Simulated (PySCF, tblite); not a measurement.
# C2H11PSi2: dynamics, then NMR shifts on frames, part 2 of 2

tblite 0.8.0 and PySCF 2.14.0. Atoms count from 0.

## 5. Shielding tensors: 625 fs, PBE0/pcSseg-1

What the job is given:

```
{"job": {"kind": "nmr", "xc": "PBE0", "basis": "pcSseg-1", "pop": false}, "charge": 0, "multiplicity": 1}
C     -2.915900    -0.635600     0.853000
C     -1.926100    -0.357200     1.984300
Si    -0.185300     0.184100     1.371100
Si     0.745100    -0.962400    -0.594500
P     -0.402900     2.388300     0.934100
H     -2.821600     0.012900    -0.040400
H     -2.849900    -1.668600     0.452800
H     -3.955100    -0.599000     1.260700
H     -2.184900     0.445200     2.659200
H     -1.946800    -1.241200     2.590000
H      0.692300     0.147100     2.535400
H      2.052200    -1.528900    -0.262000
H     -0.290600    -1.954300    -1.070500
H      0.947000     0.119700    -1.523600
H     -0.385400     2.492200    -0.451200
H     -1.710000     2.422300     1.158000
```

Level: GIAO PBE0/pcSseg-1 NMR shielding, non-relativistic, gas phase.

Log:

```text
coarse grid: 13864 points
cycle   1  E = -1002.5659564780  dE = -3.935e-02  |g| = 3.367e-01  |ddm| = 3.404e+00
cycle   2  E = -1002.5563266466  dE =  9.630e-03  |g| = 3.896e-01  |ddm| = 7.218e-01
cycle   3  E = -1002.5972855324  dE = -4.096e-02  |g| = 3.631e-02  |ddm| = 3.997e-01
cycle   4  E = -1002.5976059860  dE = -3.205e-04  |g| = 1.543e-02  |ddm| = 6.770e-02
cycle   5  E = -1002.5976745992  dE = -6.861e-05  |g| = 3.084e-03  |ddm| = 2.530e-02
cycle   6  E = -1002.5976767568  dE = -2.158e-06  |g| = 8.955e-04  |ddm| = 4.877e-03
final grid: 117288 points
cycle   7  E = -1002.6250363189  dE = -2.174e-05  |g| = 6.028e-03  |ddm| = 2.220e-02
cycle   8  E = -1002.6250302303  dE =  6.089e-06  |g| = 7.617e-03  |ddm| = 1.251e-02
cycle   9  E = -1002.6250457144  dE = -1.548e-05  |g| = 3.687e-04  |ddm| = 7.368e-03
cycle  10  E = -1002.6250457427  dE = -2.838e-08  |g| = 1.392e-04  |ddm| = 5.662e-04
cycle  11  E = -1002.6250457477  dE = -4.972e-09  |g| = 2.758e-05  |ddm| = 1.560e-04
cycle  12  E = -1002.6250457479  dE = -1.710e-10  |g| = 5.868e-06  |ddm| = 3.259e-05
converged SCF energy = -1002.6250457479

GIAO shielding tensors (ppm)
atom      isotropic    diamagn.    paramagn.     s11        s22        s33       span
  0 C      172.934     244.520     -71.586    163.906    167.446    187.449     23.544
  1 C      178.250     252.995     -74.745    169.564    175.155    190.032     20.468
  2 Si     399.156     881.571    -482.415    357.181    398.322    441.967     84.785
  3 Si     453.545     880.957    -427.412    426.485    460.453    473.697     47.212
  4 P      587.321     968.667    -381.347    474.135    613.696    674.131    199.996
  5 H       30.297      30.442      -0.146     25.954     30.189     34.746      8.792
  6 H       30.044      29.808       0.235     26.144     27.673     36.314     10.170
  7 H       29.549      25.919       3.630     24.117     26.857     37.674     13.556
  8 H       31.343      31.545      -0.201     26.360     30.158     37.511     11.150
  9 H       30.918      31.291      -0.373     25.505     29.034     38.214     12.709
 10 H       27.463      30.883      -3.420     23.620     25.133     33.636     10.016
 11 H       27.875      29.712      -1.837     24.510     25.194     33.921      9.411
 12 H       27.252      29.726      -2.473     23.516     26.530     31.712      8.196
 13 H       28.660      31.042      -2.382     24.570     28.092     33.317      8.747
 14 H       30.126      31.545      -1.419     24.985     27.751     37.642     12.657
 15 H       31.458      33.172      -1.714     25.712     30.171     38.491     12.778
```

Wall time 17 s (1 thread of Arm Neoverse V1, shared host); peak memory 0.77 GiB.

This run: δ C0 14.0, C1 8.7, Si2 -50.0, Si3 -104.4, H12 4.46, H10 4.25 ppm.

## 6. Nuclear shieldings: 800 fs, PBE0/pcSseg-1

What the job is given:

```
{"job": {"kind": "nmr", "xc": "PBE0", "basis": "pcSseg-1", "pop": false}, "charge": 0, "multiplicity": 1}
C     -2.283600    -0.933300     1.392200
C     -1.329700    -0.742300     2.471100
Si     0.169000     0.312400     1.774200
Si     0.757100    -0.750500    -0.385500
P     -0.588400     2.361000     1.122200
H     -2.936100    -0.061400     1.168200
H     -1.750200    -1.340300     0.418000
H     -2.977200    -1.797900     1.465000
H     -1.764600    -0.250400     3.323800
H     -0.944200    -1.726100     2.743400
H      1.150800     0.695100     2.796400
H      2.243500    -0.502500    -0.495400
H      0.632600    -2.260600    -0.488000
H     -0.127200    -0.155900    -1.481700
H     -1.818300     2.486000     1.731700
H     -0.032700     3.106500     2.133500
```

With the program's defaults for keys left out, this is: GIAO PBE0/pcSseg-1 NMR shielding, non-relativistic, gas phase.

Log:

```text
coarse grid: 13864 points
cycle   1  E = -1002.5517892305  dE = -6.274e-02  |g| = 3.536e-01  |ddm| = 3.407e+00
cycle   2  E = -1002.5353290139  dE =  1.646e-02  |g| = 4.326e-01  |ddm| = 7.569e-01
cycle   3  E = -1002.5860373535  dE = -5.071e-02  |g| = 3.694e-02  |ddm| = 4.403e-01
cycle   4  E = -1002.5863724672  dE = -3.351e-04  |g| = 1.564e-02  |ddm| = 7.276e-02
cycle   5  E = -1002.5864439850  dE = -7.152e-05  |g| = 2.969e-03  |ddm| = 2.761e-02
cycle   6  E = -1002.5864459859  dE = -2.001e-06  |g| = 9.167e-04  |ddm| = 5.386e-03
final grid: 117288 points
cycle   7  E = -1002.6140383765  dE = -1.980e-05  |g| = 5.539e-03  |ddm| = 2.244e-02
cycle   8  E = -1002.6140323753  dE =  6.001e-06  |g| = 7.214e-03  |ddm| = 1.192e-02
cycle   9  E = -1002.6140462355  dE = -1.386e-05  |g| = 3.953e-04  |ddm| = 7.052e-03
cycle  10  E = -1002.6140462693  dE = -3.387e-08  |g| = 1.143e-04  |ddm| = 6.294e-04
cycle  11  E = -1002.6140462725  dE = -3.208e-09  |g| = 2.426e-05  |ddm| = 1.431e-04
cycle  12  E = -1002.6140462727  dE = -1.405e-10  |g| = 6.655e-06  |ddm| = 2.856e-05
converged SCF energy = -1002.6140462727

GIAO shielding tensors (ppm)
atom      isotropic    diamagn.    paramagn.     s11        s22        s33       span
  0 C      167.323     250.310     -82.986    151.696    167.296    182.977     31.281
  1 C      175.957     253.693     -77.737    166.843    177.035    183.992     17.148
  2 Si     371.690     880.841    -509.152    310.340    350.813    453.915    143.575
  3 Si     440.140     879.055    -438.915    384.011    450.259    486.150    102.139
  4 P      605.156     968.097    -362.940    513.968    634.456    667.045    153.077
  5 H       29.832      31.010      -1.178     25.150     28.947     35.400     10.250
  6 H       28.813      31.017      -2.204     22.848     30.222     33.369     10.521
  7 H       29.416      27.560       1.856     24.880     26.029     37.339     12.459
  8 H       31.017      29.821       1.196     26.824     28.269     37.959     11.135
  9 H       30.507      30.632      -0.124     25.926     28.089     37.507     11.581
 10 H       26.355      30.688      -4.333     22.563     24.658     31.845      9.283
 11 H       27.140      28.449      -1.309     23.955     24.800     32.664      8.709
 12 H       27.167      28.720      -1.553     23.824     25.242     32.436      8.612
 13 H       26.838      28.128      -1.290     23.852     25.448     31.214      7.363
 14 H       30.482      31.066      -0.584     24.780     28.651     38.015     13.235
 15 H       30.491      30.586      -0.095     24.850     27.214     39.409     14.559
```

Run time: 17 s. Hardware: 1 thread of Arm Neoverse V1, shared host; peak memory 0.77 GiB.

Key values: δ C0 19.6, C1 11.0, Si2 -22.5, Si3 -91.0, H10 5.36, H13 4.88 ppm.

## 7. Shielding tensors: 1000 fs, PBE0/pcSseg-1

What the job is given:

```
{"job": {"kind": "nmr", "xc": "PBE0", "basis": "pcSseg-1", "pop": false}, "charge": 0, "multiplicity": 1}
C     -1.651400    -1.182900     2.259700
C     -0.575800    -0.134500     2.766900
Si     0.007100     0.921500     1.312000
Si     0.604300    -0.455400    -0.446300
P     -1.729700     2.372100     0.761900
H     -2.270800    -0.552000     1.620600
H     -1.178400    -1.951800     1.713400
H     -2.117900    -1.572600     3.265700
H     -1.131000     0.449800     3.434400
H      0.312300    -0.654300     3.220400
H      1.014500     1.771400     1.897000
H      1.907200    -0.172100    -1.069400
H      0.736200    -1.787700     0.117800
H     -0.359000    -0.487500    -1.658600
H     -1.231500     3.398900     1.525900
H     -1.369400     2.979300    -0.435400
```

Level: GIAO PBE0/pcSseg-1 NMR shielding, non-relativistic, gas phase.

Log:

```text
coarse grid: 13864 points
cycle   1  E = -1002.5565880909  dE = -4.946e-02  |g| = 3.359e-01  |ddm| = 3.379e+00
cycle   2  E = -1002.5470931239  dE =  9.495e-03  |g| = 3.858e-01  |ddm| = 6.945e-01
cycle   3  E = -1002.5876472994  dE = -4.055e-02  |g| = 3.260e-02  |ddm| = 4.022e-01
cycle   4  E = -1002.5878944315  dE = -2.471e-04  |g| = 1.380e-02  |ddm| = 5.335e-02
cycle   5  E = -1002.5879428845  dE = -4.845e-05  |g| = 4.034e-03  |ddm| = 2.073e-02
cycle   6  E = -1002.5879472008  dE = -4.316e-06  |g| = 7.763e-04  |ddm| = 5.617e-03
final grid: 117288 points
cycle   7  E = -1002.6165863927  dE = -2.134e-05  |g| = 5.908e-03  |ddm| = 2.393e-02
cycle   8  E = -1002.6165822387  dE =  4.154e-06  |g| = 7.030e-03  |ddm| = 1.226e-02
cycle   9  E = -1002.6165953927  dE = -1.315e-05  |g| = 4.058e-04  |ddm| = 6.934e-03
cycle  10  E = -1002.6165954307  dE = -3.799e-08  |g| = 1.506e-04  |ddm| = 6.510e-04
cycle  11  E = -1002.6165954365  dE = -5.760e-09  |g| = 3.305e-05  |ddm| = 1.627e-04
cycle  12  E = -1002.6165954367  dE = -2.501e-10  |g| = 8.646e-06  |ddm| = 3.962e-05
converged SCF energy = -1002.6165954367

GIAO shielding tensors (ppm)
atom      isotropic    diamagn.    paramagn.     s11        s22        s33       span
  0 C      169.910     250.947     -81.036    160.673    165.785    183.273     22.600
  1 C      175.970     256.864     -80.895    170.007    175.813    182.089     12.082
  2 Si     402.863     881.937    -479.074    336.850    405.523    466.215    129.365
  3 Si     462.300     880.983    -418.683    431.158    472.058    483.684     52.527
  4 P      592.417     967.206    -374.790    498.078    602.274    676.899    178.821
  5 H       29.769      30.583      -0.814     24.155     31.523     33.630      9.475
  6 H       30.949      32.138      -1.189     26.168     30.734     35.945      9.776
  7 H       27.894      25.828       2.066     22.339     25.525     35.818     13.479
  8 H       31.505      32.867      -1.362     27.087     30.064     37.363     10.276
  9 H       29.961      30.857      -0.896     25.515     27.582     36.787     11.273
 10 H       27.202      31.719      -4.517     22.962     25.503     33.141     10.179
 11 H       28.067      29.612      -1.545     24.759     25.232     34.211      9.451
 12 H       28.259      30.817      -2.558     23.911     27.459     33.406      9.496
 13 H       27.177      28.593      -1.416     23.819     25.574     32.136      8.317
 14 H       30.225      30.101       0.124     24.429     27.493     38.753     14.324
 15 H       30.334      30.411      -0.077     24.670     27.445     38.887     14.217
```

Run time: 18 s. Hardware: 1 thread of Arm Neoverse V1, shared host; peak memory 0.78 GiB.

In short: δ C0 17.0, C1 11.0, Si2 -53.7, Si3 -113.1, H13 4.54, H10 4.52 ppm.

## 8. Side by side: NMR shifts

Shifts (ppm) of some atoms, chosen among heavy atoms and hydrogens apart, with basis size and wall time:

```tsv
frame	C1	C0	H13	H7	Si2	Si3	P4	functions	time
250 fs	11.2	7.5	2.69	0.26	-52.1	-133.2	-314.2	161	25 s
425 fs	11.7	18.2	4.66	3.18	-52.2	-101.4	-247.4	161	17 s
625 fs	8.7	14.0	3.06	2.17	-50.0	-104.4	-268.9	161	17 s
800 fs	11.0	19.6	4.88	2.30	-22.5	-91.0	-286.8	161	17 s
1000 fs	11.0	17.0	4.54	3.82	-53.7	-113.1	-274.0	161	18 s
```

## 9. Results

The summary covers parts 1 to 2.

| quantity | value |
| --- | --- |
| thermostat | 400 K |
| mean temperature, second half | 428 K |
| mean potential energy above the minimum | 0.69 eV |
| 13C shifts against TMS (PBE0/pcSseg-1, 250 fs) | 11.2, 7.5 ppm |
| 1H shifts against TMS (PBE0/pcSseg-1, 250 fs) | 4.44, 2.97, 2.69, 2.52, 1.13, 1.13, 1.08, 0.62, 0.32, 0.26, 0.21 ppm |
| 29Si shifts against TMS (PBE0/pcSseg-1, 250 fs) | -52.1, -133.2 ppm |
| 31P shifts against H3PO4 (PBE0/pcSseg-1, 250 fs) | -314.2 ppm |
| surface potential, 1st and 99th percentile | -0.85 V and 0.99 V |
| range of the shift of P4 | -314.2 to -247.4 ppm |

In words: In the second half the potential energy averages 0.69 eV above the minimum; equipartition over 42 harmonic modes at 400 K would give 0.72 eV. With 16 atoms the temperature swings widely (172 to 556 K). Shifts at one fixed geometry are not the observed spectrum, which averages over the motion. By nearest atom (PBE0/pcSseg-1), the HOMO sits on P4 55 %; Si2 13 % and the LUMO on Si2 25 %; P4 17 %. In ppm, P4 moves most: its shift spreads over 66.8 ppm, from -314.2 (250 fs) to -247.4 (425 fs).
